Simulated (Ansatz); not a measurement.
# Alloy of Ga2O3 and Al2O3 (60 of 64 Ga sites exchanged), 160 atoms

How does this alloy cell relax, and what gap do PBEsol and HSE06 give?

Program: Ansatz 0.2.0, PAW, plane waves. These are calculated values, not measurements.

## Step 1: The system as built

160 atoms (60 Al, 4 Ga, 96 O); a = 11.840 Å, b = 11.707 Å, c = 11.291 Å, α = 90.00°, β = 104.05°, γ = 90.00°. All atoms were shaken off their sites by about 0.02 Å along each axis; atoms next to an added one may be pushed further to make room.

The runs, in order: (2) PBEsol cell relaxation at the single k point (½, ½, ½), on 1 × NVIDIA GB200 with 8 threads of Arm Neoverse-V2; (3) HSE06 single point at the Γ point alone, on 1 × NVIDIA GB200 with 8 threads of Arm Neoverse-V2.

## Step 2: PBEsol relaxation of the cell and the positions

in.yaml

```yaml
crystal:
  lattice:
    - [11.840415, 0.000000, -0.028051]
    - [0.000000, 11.707361, 0.000000]
    - [-2.714350, 0.000000, 10.960062]
  atoms:
    - { symbol: Al, position: [0.408443, 0.124592, 0.100311] }
    - { symbol: Al, position: [0.408854, 0.126588, 0.600041] }
    - { symbol: Al, position: [0.407984, 0.375734, 0.099102] }
    - { symbol: Al, position: [0.408522, 0.375806, 0.601219] }
    - { symbol: Al, position: [0.408243, 0.625745, 0.101520] }
    - { symbol: Al, position: [0.410000, 0.624369, 0.603138] }
    - { symbol: Al, position: [0.410971, 0.872766, 0.102352] }
    - { symbol: Al, position: [0.409328, 0.874914, 0.603689] }
    - { symbol: Al, position: [0.153868, 0.123455, 0.156562] }
    - { symbol: Al, position: [0.157577, 0.125253, 0.659599] }
    - { symbol: Al, position: [0.156731, 0.625329, 0.158572] }
    - { symbol: Al, position: [0.156946, 0.628194, 0.658469] }
    - { symbol: Al, position: [0.156829, 0.874193, 0.157762] }
    - { symbol: Al, position: [0.157836, 0.875140, 0.657019] }
    - { symbol: Al, position: [0.090494, 0.001290, 0.399725] }
    - { symbol: Al, position: [0.092760, 0.000342, 0.897146] }
    - { symbol: Al, position: [0.089236, 0.248437, 0.399595] }
    - { symbol: Al, position: [0.091983, 0.247678, 0.895726] }
    - { symbol: Al, position: [0.089582, 0.504316, 0.398185] }
    - { symbol: Al, position: [0.090712, 0.499995, 0.898922] }
    - { symbol: Al, position: [0.091915, 0.750092, 0.898774] }
    - { symbol: Al, position: [0.908827, 0.000842, 0.100395] }
    - { symbol: Al, position: [0.907138, 0.999531, 0.599013] }
    - { symbol: Al, position: [0.911077, 0.249319, 0.101186] }
    - { symbol: Al, position: [0.912804, 0.250914, 0.603477] }
    - { symbol: Al, position: [0.910340, 0.502269, 0.600556] }
    - { symbol: Al, position: [0.908106, 0.750093, 0.100323] }
    - { symbol: Al, position: [0.907810, 0.749773, 0.601791] }
    - { symbol: Al, position: [0.660054, 0.996824, 0.160317] }
    - { symbol: Al, position: [0.662261, 0.000455, 0.660849] }
    - { symbol: Al, position: [0.658701, 0.248479, 0.159529] }
    - { symbol: Al, position: [0.657987, 0.249914, 0.659652] }
    - { symbol: Al, position: [0.658560, 0.498895, 0.159021] }
    - { symbol: Al, position: [0.659848, 0.498775, 0.658451] }
    - { symbol: Al, position: [0.661421, 0.749234, 0.159183] }
    - { symbol: Al, position: [0.656817, 0.751518, 0.655718] }
    - { symbol: Al, position: [0.343015, 0.999084, 0.341905] }
    - { symbol: Al, position: [0.340900, 0.999227, 0.841443] }
    - { symbol: Al, position: [0.343254, 0.247169, 0.340185] }
    - { symbol: Al, position: [0.343249, 0.251130, 0.840061] }
    - { symbol: Al, position: [0.344526, 0.497882, 0.341854] }
    - { symbol: Al, position: [0.341387, 0.500606, 0.840720] }
    - { symbol: Al, position: [0.341962, 0.750286, 0.344542] }
    - { symbol: Al, position: [0.340287, 0.752030, 0.841618] }
    - { symbol: Al, position: [0.589330, 0.125453, 0.396381] }
    - { symbol: Al, position: [0.589840, 0.120537, 0.896040] }
    - { symbol: Al, position: [0.588736, 0.375527, 0.399526] }
    - { symbol: Al, position: [0.590705, 0.374111, 0.898303] }
    - { symbol: Al, position: [0.587998, 0.624482, 0.397965] }
    - { symbol: Al, position: [0.590403, 0.621341, 0.899985] }
    - { symbol: Al, position: [0.587943, 0.875527, 0.397625] }
    - { symbol: Al, position: [0.590282, 0.872388, 0.894774] }
    - { symbol: Al, position: [0.840015, 0.125187, 0.341732] }
    - { symbol: Al, position: [0.844297, 0.124939, 0.842227] }
    - { symbol: Al, position: [0.840830, 0.377034, 0.346758] }
    - { symbol: Al, position: [0.839905, 0.375789, 0.841102] }
    - { symbol: Al, position: [0.841590, 0.623321, 0.339440] }
    - { symbol: Al, position: [0.841056, 0.626639, 0.842356] }
    - { symbol: Al, position: [0.841322, 0.879941, 0.341443] }
    - { symbol: Al, position: [0.843930, 0.875132, 0.843309] }
    - { symbol: Ga, position: [0.161330, 0.376861, 0.159914] }
    - { symbol: Ga, position: [0.159893, 0.376397, 0.660608] }
    - { symbol: Ga, position: [0.090553, 0.749217, 0.397567] }
    - { symbol: Ga, position: [0.910783, 0.500377, 0.102185] }
    - { symbol: O, position: [0.337882, 0.122388, 0.445646] }
    - { symbol: O, position: [0.336552, 0.123658, 0.946245] }
    - { symbol: O, position: [0.338800, 0.372996, 0.445334] }
    - { symbol: O, position: [0.340323, 0.374083, 0.943366] }
    - { symbol: O, position: [0.340012, 0.621913, 0.446554] }
    - { symbol: O, position: [0.333837, 0.627509, 0.942498] }
    - { symbol: O, position: [0.338489, 0.874080, 0.445848] }
    - { symbol: O, position: [0.338968, 0.875418, 0.944851] }
    - { symbol: O, position: [0.326953, 0.126228, 0.217844] }
    - { symbol: O, position: [0.325503, 0.124077, 0.714939] }
    - { symbol: O, position: [0.326189, 0.376566, 0.214423] }
    - { symbol: O, position: [0.329578, 0.372975, 0.715805] }
    - { symbol: O, position: [0.327992, 0.623414, 0.217431] }
    - { symbol: O, position: [0.321081, 0.625147, 0.718001] }
    - { symbol: O, position: [0.332056, 0.874817, 0.218999] }
    - { symbol: O, position: [0.324943, 0.874292, 0.717801] }
    - { symbol: O, position: [0.006544, 0.126683, 0.371532] }
    - { symbol: O, position: [0.005687, 0.123941, 0.870825] }
    - { symbol: O, position: [0.004251, 0.375407, 0.370052] }
    - { symbol: O, position: [0.003429, 0.375302, 0.873478] }
    - { symbol: O, position: [0.004325, 0.623599, 0.372653] }
    - { symbol: O, position: [0.005338, 0.625555, 0.870568] }
    - { symbol: O, position: [0.003237, 0.872505, 0.370673] }
    - { symbol: O, position: [0.005380, 0.874667, 0.870178] }
    - { symbol: O, position: [0.157291, 0.000274, 0.052491] }
    - { symbol: O, position: [0.162153, 0.003048, 0.557442] }
    - { symbol: O, position: [0.161445, 0.248438, 0.053076] }
    - { symbol: O, position: [0.160433, 0.252904, 0.555313] }
    - { symbol: O, position: [0.163901, 0.501707, 0.055212] }
    - { symbol: O, position: [0.164022, 0.499636, 0.556511] }
    - { symbol: O, position: [0.164405, 0.746482, 0.052509] }
    - { symbol: O, position: [0.165557, 0.748136, 0.554111] }
    - { symbol: O, position: [0.839528, 0.997632, 0.444288] }
    - { symbol: O, position: [0.841669, 0.000567, 0.947700] }
    - { symbol: O, position: [0.838635, 0.253517, 0.444415] }
    - { symbol: O, position: [0.838881, 0.252609, 0.945777] }
    - { symbol: O, position: [0.839731, 0.499187, 0.446681] }
    - { symbol: O, position: [0.839314, 0.502119, 0.944372] }
    - { symbol: O, position: [0.832837, 0.748451, 0.441870] }
    - { symbol: O, position: [0.837560, 0.750090, 0.940684] }
    - { symbol: O, position: [0.173648, 0.003012, 0.284808] }
    - { symbol: O, position: [0.174477, 0.998905, 0.783421] }
    - { symbol: O, position: [0.173692, 0.249386, 0.281779] }
    - { symbol: O, position: [0.176611, 0.248145, 0.787338] }
    - { symbol: O, position: [0.173873, 0.499149, 0.281380] }
    - { symbol: O, position: [0.175647, 0.500200, 0.780351] }
    - { symbol: O, position: [0.172114, 0.750304, 0.281088] }
    - { symbol: O, position: [0.171952, 0.751165, 0.780274] }
    - { symbol: O, position: [0.828982, 0.001347, 0.219419] }
    - { symbol: O, position: [0.824851, 0.003829, 0.717324] }
    - { symbol: O, position: [0.826925, 0.248488, 0.217063] }
    - { symbol: O, position: [0.825418, 0.250038, 0.717079] }
    - { symbol: O, position: [0.828423, 0.502191, 0.217905] }
    - { symbol: O, position: [0.826321, 0.496637, 0.717058] }
    - { symbol: O, position: [0.824610, 0.749520, 0.213614] }
    - { symbol: O, position: [0.829957, 0.750290, 0.721566] }
    - { symbol: O, position: [0.494043, 0.004114, 0.125442] }
    - { symbol: O, position: [0.493494, 0.999864, 0.628266] }
    - { symbol: O, position: [0.494972, 0.250189, 0.130423] }
    - { symbol: O, position: [0.494910, 0.249935, 0.630773] }
    - { symbol: O, position: [0.495811, 0.502852, 0.127520] }
    - { symbol: O, position: [0.498279, 0.500977, 0.629157] }
    - { symbol: O, position: [0.493081, 0.746819, 0.125811] }
    - { symbol: O, position: [0.494299, 0.747301, 0.629051] }
    - { symbol: O, position: [0.503746, 0.000629, 0.371062] }
    - { symbol: O, position: [0.505080, 0.998215, 0.870991] }
    - { symbol: O, position: [0.503542, 0.252136, 0.371556] }
    - { symbol: O, position: [0.505613, 0.249022, 0.873065] }
    - { symbol: O, position: [0.506053, 0.501161, 0.370494] }
    - { symbol: O, position: [0.505213, 0.501423, 0.870655] }
    - { symbol: O, position: [0.506633, 0.750232, 0.371413] }
    - { symbol: O, position: [0.505498, 0.750829, 0.875134] }
    - { symbol: O, position: [0.660840, 0.125577, 0.054015] }
    - { symbol: O, position: [0.663020, 0.125391, 0.556762] }
    - { symbol: O, position: [0.661872, 0.375268, 0.054188] }
    - { symbol: O, position: [0.662384, 0.373392, 0.551502] }
    - { symbol: O, position: [0.663653, 0.623247, 0.052417] }
    - { symbol: O, position: [0.663431, 0.627492, 0.557142] }
    - { symbol: O, position: [0.662086, 0.873868, 0.054149] }
    - { symbol: O, position: [0.664214, 0.874089, 0.554228] }
    - { symbol: O, position: [0.672593, 0.124315, 0.282807] }
    - { symbol: O, position: [0.673174, 0.127247, 0.785167] }
    - { symbol: O, position: [0.673710, 0.371734, 0.281795] }
    - { symbol: O, position: [0.672470, 0.378004, 0.783031] }
    - { symbol: O, position: [0.673818, 0.622287, 0.283467] }
    - { symbol: O, position: [0.669715, 0.628449, 0.778895] }
    - { symbol: O, position: [0.675510, 0.873195, 0.276175] }
    - { symbol: O, position: [0.675523, 0.873576, 0.784496] }
    - { symbol: O, position: [0.994485, 0.125970, 0.128911] }
    - { symbol: O, position: [0.995146, 0.124336, 0.627097] }
    - { symbol: O, position: [0.990510, 0.373996, 0.129398] }
    - { symbol: O, position: [0.997138, 0.373351, 0.629089] }
    - { symbol: O, position: [0.994804, 0.623766, 0.126748] }
    - { symbol: O, position: [0.991613, 0.625720, 0.627336] }
    - { symbol: O, position: [0.991912, 0.874593, 0.127814] }
    - { symbol: O, position: [0.996464, 0.872829, 0.626482] }
kpoints:
  mp_grid: { grid: [1, 1, 1], shift: [0.5, 0.5, 0.5] }
hamiltonian:
  xc: pbesol
scf:
  occupations: { method: fermi_dirac, width: 0.01 }
relax:
  f_tol: 0.03
  max_steps: 80
  escape_saddle: false
  adjacent_minimum: "off"
  cell: { fix: [alpha, beta, gamma] }
output:
  forces: true
  eigenvalues: true
  populations: true
```

Launch:

```bash
> ansatz run in.yaml --threads 8 --pin off --max-ram 118750MiB --runs-dir r --events-out ev --progress --plain --backend cuda --devices 0, --max-vram 170GiB
```

After this run come: Single point with HSE06.

**Question.** What will these runs give? Wanted: for each run, top filled to lowest empty.

**Answer**, as computed:

| level | time | k points | top filled to lowest empty (eV) |
| --- | --- | --- | --- |
| PBEsol, relaxation | 6.5 s (GPU) | (½, ½, ½) | 5.50 |
| HSE06 | 45 s (GPU) | Γ | 6.23 |

| quantity | value |
| --- | --- |
| relaxation | 6 recorded steps, 2.65 eV gained |
| largest shift | 0.11 Å (O92) |
| relaxed cell | a = 11.855 Å, b = 11.703 Å, c = 11.284 Å, α = 90.00°, β = 104.05°, γ = 90.00° |
| mean bonds | Al–O 1.866, Ga–O 1.929 Å |

**In words.** Relaxation gains 2.65 eV, with shifts up to 0.11 Å (O92), while the volume changes by +0.0 %. Part of this undoes the random shake of the start. The mean lengths of the listed bonds run from Al–O 1.87 Å to Ga–O 1.93 Å. The relaxation ran on other k points, so part of any difference from the later rows can come from the mesh. With one k point the spacing samples only the states that fold onto it, so it can exceed the gap over the zone.
